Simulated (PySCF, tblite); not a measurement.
# H₆NO₄PSi₂, a small gas-phase stand-in for a defect centre: NMR shifts, core binding energies and electronic excitations

What NMR shifts, core binding energies and electronic excitations should one expect for `O=P(O)(O)O[Si]N[SiH3]`? It is drawn as: twofold Si.

Programs: tblite 0.8.0 and PySCF 2.14.0. All values are calculated, for the isolated system unless a continuum is named. Atoms count from 0, parts from 1.

### 1 Starting point

14 atoms, charge 0, multiplicity 1; geometry: distance geometry start.

### 2 Relaxing the cluster with GFN2-xTB

What the job is given:

```
{"job": {"kind": "relax", "xc": "GFN2-xTB", "basis": "xTB"}, "charge": 0, "multiplicity": 1}
Si    -0.443080    -2.620561     0.306398
N     -1.895980    -2.945884     1.338380
Si    -2.484698    -1.526985     2.357718
O      0.997760    -2.089291    -0.556358
P      1.468639    -0.445562    -0.734801
O      1.729347     0.273582     0.822716
O      0.206443     0.443263    -1.573113
O      2.924841    -0.353042    -1.656780
H     -1.965786    -3.854979     1.811806
H     -3.813258    -1.734983     2.776307
H     -2.425062    -0.340488     1.587395
H     -1.650779    -1.395002     3.497675
H     -0.673496     0.624386    -1.205198
H      3.201004    -0.987348    -2.346188
```

Method: GFN2-xTB geometry optimisation, gas phase.

Command:

```bash
> OMP_NUM_THREADS=1 python cluster_run.py task.json out
```

This one command runs all jobs of the session in turn.

**Question.** The jobs that follow are: PBE0-D3(BJ)/def2-SVP geometry optimisation, gas phase; GIAO PBE0/pcSseg-1 NMR shielding, non-relativistic, gas phase; delta-SCF UKS SCAN, pcX-2 on the ionised atom, pcseg-1 elsewhere, spin-free X2C; TDDFT CAM-B3LYP/def2-SVPD, vertical, gas phase, core orbitals frozen in the response. Predict: point group; rotational constants (main isotopes); ¹H shifts against TMS (PBE0/pcSseg-1); ²⁹Si shifts against TMS (PBE0/pcSseg-1); ¹⁵N shifts against NH3 (PBE0/pcSseg-1); ¹⁷O shifts against H2O (PBE0/pcSseg-1); ³¹P shifts against H3PO4 (PBE0/pcSseg-1); Si2p binding energies, SCAN/pcX-2; N1s binding energies, SCAN/pcX-2; O1s binding energies, SCAN/pcX-2 (standing for 1 of 4 atoms); P2p binding energies, SCAN/pcX-2; lowest singlet (CAM-B3LYP/def2-SVPD); brightest single state of those computed; lowest triplet; vertical ionisation energy (ΔSCF); vertical electron affinity (ΔSCF).

**Answer**, as computed:

```
                                                    quantity                                             value
                                                 point group                                                C1
                        rotational constants (main isotopes)                              2.12, 0.75, 0.64 GHz
                       ¹H shifts against TMS (PBE0/pcSseg-1)            4.89, 4.74, 4.42, 4.02, 3.24, 3.23 ppm
                     ²⁹Si shifts against TMS (PBE0/pcSseg-1)                                  134.0, -64.1 ppm
                      ¹⁵N shifts against NH3 (PBE0/pcSseg-1)                                         130.3 ppm
                      ¹⁷O shifts against H2O (PBE0/pcSseg-1)                    241.6, 151.2, 117.2, 114.1 ppm
                    ³¹P shifts against H3PO4 (PBE0/pcSseg-1)                                         -14.3 ppm
                           Si2p binding energies, SCAN/pcX-2                         Si0 108.11, Si2 107.60 eV
                            N1s binding energies, SCAN/pcX-2                                      N1 404.67 eV
O1s binding energies, SCAN/pcX-2 (standing for 1 of 4 atoms)                                      O3 538.63 eV
                            P2p binding energies, SCAN/pcX-2                                      P4 140.43 eV
                        lowest singlet (CAM-B3LYP/def2-SVPD)                       4.92 eV (252 nm), f = 0.078
                    brightest single state of those computed                       state 3, 6.62 eV, f = 0.249
                                              lowest triplet                                           3.03 eV
                           vertical ionisation energy (ΔSCF)                                           9.63 eV
                           vertical electron affinity (ΔSCF)  -0.02 eV (unbound: the value hangs on the basis)
```

What this shows: The start of the PBE0/def2-SVP relaxation was shaken at random by about 0.01 Å, so part of the energy gained, and of the first lengths quoted, undoes that. Over 20 steps the energy fell by 0.366 eV; of the close pairs, O3–P4 changed most, 1.541 to 1.600 Å (PBE0/def2-SVP). Hydrogens of an XH3 group are listed apart at this fixed geometry; free rotation makes them one line at their mean. At PBE0/pcSseg-1: The largest span, 584 ppm, is at Si0, where the paramagnetic term is -661 ppm. At SCAN/pcX-2: The Si2p levels kept as sound span 0.52 eV, from Si2 (silicon bonded to N, 3 H) up to Si0 (silicon bonded to N, O). The lowest singlet, at 4.92 eV, is HOMO→LUMO 0.98 and is bright; of the 6 states computed, the strongest absorption comes from state 3 at 6.62 eV. The lowest triplet lies 1.89 eV below the lowest singlet (triplets in Tamm-Dancoff, singlets in full TDDFT). ΔSCF puts the ionisation energy at 9.63 eV, 0.84 eV above −ε(HOMO). A capped cluster stands for the solid here, so long-range fields and strain are missing, and bands or shifts of the capping hydrogens have no counterpart in it.
